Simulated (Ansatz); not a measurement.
# TiO2: the cost of one run

Computed with Ansatz 0.2.0 (DFT PBE, scalar-relativistic, plane waves, PAW, unless a step's input says otherwise).

## 1. The structure to begin with

It takes space group P4_2/mnm (No. 136, tetragonal). The conventional cell has a = 4.600 Å, b = 4.600 Å, c = 2.959 Å, α = 90.00°, β = 90.00°, γ = 90.00°. Around Ti (site symmetry mmm) lie 6 O at 1.95 to 1.98 Å. Around O (site symmetry m2m) lie 3 Ti at 1.95 to 1.98 Å.

As a file:

```
CELL_PARAMETERS angstrom
4.59984 0.00000 0.00000
0.00000 4.59984 0.00000
0.00000 0.00000 2.95921
ATOMIC_POSITIONS crystal
Ti 0.50000 0.50000 0.00000
Ti 0.00000 0.00000 0.50000
O 0.69568 0.69568 0.50000
O 0.80432 0.19568 0.00000
O 0.19568 0.80432 0.00000
O 0.30432 0.30432 0.50000
```

The structure comes from the Materials Project (structure only).

(A quick probe on a coarse mesh, which set the mesh and smearing, is not shown.)

## 3. Full relaxation

File input.yaml:

```yaml
crystal:
  lattice:
    - [4.59983732, 0.0, 0.0]
    - [0.0, 4.59983732, 0.0]
    - [0.0, 0.0, 2.95921356]
  atoms:
    - { symbol: Ti, position: [0.5, 0.5, 0.0] }
    - { symbol: Ti, position: [0.0, 0.0, 0.5] }
    - { symbol: O, position: [0.69567868, 0.69567868, 0.5] }
    - { symbol: O, position: [0.80432132, 0.19567868, 0.0] }
    - { symbol: O, position: [0.19567868, 0.80432132, 0.0] }
    - { symbol: O, position: [0.30432132, 0.30432132, 0.5] }
basis:
  ecutwfc: 420
kpoints:
  mp_grid: { grid: [6, 6, 10] }
hamiltonian:
  xc: pbe
scf:
  occupations: { method: gaussian, width: 0.02 }
output:
  forces: true
  stress: true
  eigenvalues: true
relax:
  adjacent_minimum: "off"
  f_tol: 0.005
  max_steps: 80
  cell: { stress_tol: 0.05 }
```

Started as:

```console
ansatz run input.yaml --threads 8 --pin off --max-ram 20480MiB --backend cpu --events-out ev --progress --plain --runs-dir out
```

Q: Estimate wall time and peak memory on 8 threads of AMD EPYC 7R43 (Zen 3), shared host.

About 8.1 s, with a peak of 0.55 GiB.
